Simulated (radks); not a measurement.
# Nuclear size and the levels of Ca²⁺

One table from this session's results is given with a row withheld; the runs are named, their logs left out.

The numbers are computed with radks (a radial shooting solver on a logarithmic mesh, Libxc functionals) version 1 (Dirac Kohn-Sham, BLYP, spin-unpolarised, spherical densities, finite nucleus), except any that are marked as measured or tabulated.

## The system

| Property | Result |
| --- | --- |
| element | calcium (Z = 20) |
| charge | +2 |
| electrons | 18 |
| configuration | [Ar] |
| nuclear rms radius | 3.4776 fm |

The outer shells:

Ca²⁺
```
[Ne] core
3s [↑↓]
3p [↑↓][↑↓][↑↓]
```

The first run:

Input:

```text
Z 20
configuration [Ar] 4s0 3d0
relativity Dirac
functional b88,lyp
spin unpolarised
j_filling energy
nucleus finite rms 3.4776 fm
c 137.035999084
```

Among the steps run: rms radius 3.4776 fm.

One table of the session follows, with a row left open; its other results are not shown here.

It belongs to the step «rms radius 3.4776 fm». Sizes of the orbitals, from the radial functions (bohr):

```
level     <r>  outermost maximum (interpolated)  90 % within  nodes
2p1/2  0.3261                             0.245        0.539      0
2p3/2  0.3286                             0.247        0.542      0
3s1/2   1.151                             0.991         1.73      2
3p1/2       ?                                 ?            ?      ?
3p3/2   1.262                              1.05         1.95      1
3d3/2   1.768                              1.21         3.00      0
3d5/2   1.771                              1.22         3.01      0
4s1/2   3.214                              2.90         4.65      3
```

Estimate the missing values for 3p1/2.

The run gave: <r>: 1.254; outermost maximum (interpolated): 1.04; 90 % within: 1.94; nodes: 1. In the column «<r>» it lies between 3s1/2 (1.151) and 3p3/2 (1.262).
